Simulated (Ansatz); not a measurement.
A run of Ansatz 0.2.0 is set up as follows.

input.yaml

```yaml
crystal:
  lattice:
    - [3.7029743866, 0.0, 0.0]
    - [-1.8514871933, 3.2068698884, 0.0]
    - [0.0, 0.0, 3.694211]
  atoms:
    - { symbol: Te, position: [0.6666666667, 0.3333333333, 0.0] }
    - { symbol: Nb, position: [0.0, 0.0, 0.5] }
hamiltonian:
  xc: pbe
  pseudopotentials: { kind: paw }
kpoints:
  mp_grid: { grid: [6, 6, 5] }
scf:
  occupations: { method: fermi_dirac, width: 0.05 }
output:
  forces: true
  stress: true
elastic:
  mode: relaxed_ion
  stencil: two_point
```

Potentials or basis: Ansatz PAW.

Command:

```bash
$ ansatz run input.yaml --threads 2 --pin off --max-ram 5632MiB --backend cpu --events-out ev --progress --plain --runs-dir out
```

(1) Estimate the Voigt bulk modulus.

(2) What does it give for the pressure?

(3) What does it give for the band gap on the k mesh?

Answers

(1) 119 GPa.

(2) -0.5 GPa.

(3) none (metal or under the smearing width).

Caveat: elastic constants of metals need much finer meshes, so these are rough.
